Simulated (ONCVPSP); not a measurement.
# O: the cost of one run

The numbers are computed with ONCVPSP 4.0.1.1 (patched build) (PBE, scalar-relativistic, spin-unpolarised reference atom).

### 1 The design

The settings as typed:

```json
{"element": "oxygen (O, Z = 8)", "type": "optimised norm-conserving Vanderbilt (ONCV)", "frozen core": "none", "valence charge": "8", "reference configuration": "1s2 2s2 2p4", "partial waves": "1s+2s: rc 0.40 bohr, ncon 4, nbas 7, qcut 29.8 1/bohr, 3 projectors, debl 2.4 Ha; 2p: rc 1.70 bohr, ncon 4, nbas 7, qcut 9.4 1/bohr, 2 projectors, debl 0.8 Ha; d scattering state at 0.27 Ha: rc 1.80 bohr, ncon 4, nbas 7, qcut 5.2 1/bohr, 2 projectors, debl 0.7 Ha", "local potential": "polynomial inside 0.40 bohr (lpopt 5, dvloc0 0 Ha)", "core correction": "not asked for"}
```

The outer shells as boxes (Hund's rule for the drawing; the calculation is spin-unpolarised):

```
1s [↑↓]
2s [↑↓]
2p [↑↓][↑ ][↑ ]
```

An earlier all-electron run gives the scale for the radii.

All-electron outer shells of the reference configuration (PBE, scalar-relativistic, ld1.x):

```
shell  level (eV)  outermost node (bohr)  outermost maximum (bohr)
   1s     -514.70                      –                      0.13
   2s      -23.96                   0.28                      0.87
   2p       -9.03                      –                      0.82
```

### 2 The generation run

Contents of O.dat:

```
# ATOM AND REFERENCE CONFIGURATION
# atsym  z   nc   nv     iexc    psfile
  O 8.00    0    3        4      upf
#
#   n    l    f
    1    0    2.00
    2    0    2.00
    2    1    4.00
#
# PSEUDOPOTENTIAL AND OPTIMIZATION
# lmax
    2
#
#   l,   rc,      ep,       ncon, nbas, qcut
    0    0.40    0.00    4    7   29.80
    1    1.70    0.00    4    7    9.40
    2    1.80    0.27    4    7    5.20
#
# LOCAL POTENTIAL
# lloc, lpopt,  rc(5),   dvloc0
    4    5    0.40    0.00
#
# VANDERBILT-KLEINMAN-BYLANDER PROJECTORs
# l, nproj, debl
    0    3    2.40
    1    2    0.80
    2    2    0.70
#
# MODEL CORE CHARGE
# icmod, fcfact, rcfact
    0    0.00    0.00
#
# LOG DERIVATIVE ANALYSIS
# epsh1, epsh2, depsh
  -12.00    5.00    0.04
#
# OUTPUT GRID
# rlmax, drl
    6.00    0.01
#
# TEST CONFIGURATIONS
# ncnf
    4
# nvcnf
#   n    l    f
    3
    1    0    2.00
    2    0    2.00
    2    1    3.00
#
    3
    1    0    2.00
    2    0    2.00
    2    1    2.00
#
    3
    1    0    2.00
    2    0    2.00
    2    1    1.00
#
    3
    1    0    2.00
    2    0    2.00
    2    1    0.00
#
```

Command:

```sh
$ oncvpsp.x < O.dat > O.out
```

**Question.** How long does this run take on 1 thread of Intel Xeon Platinum 8259CL at 2.50GHz, shared host?

About 7.6 s.
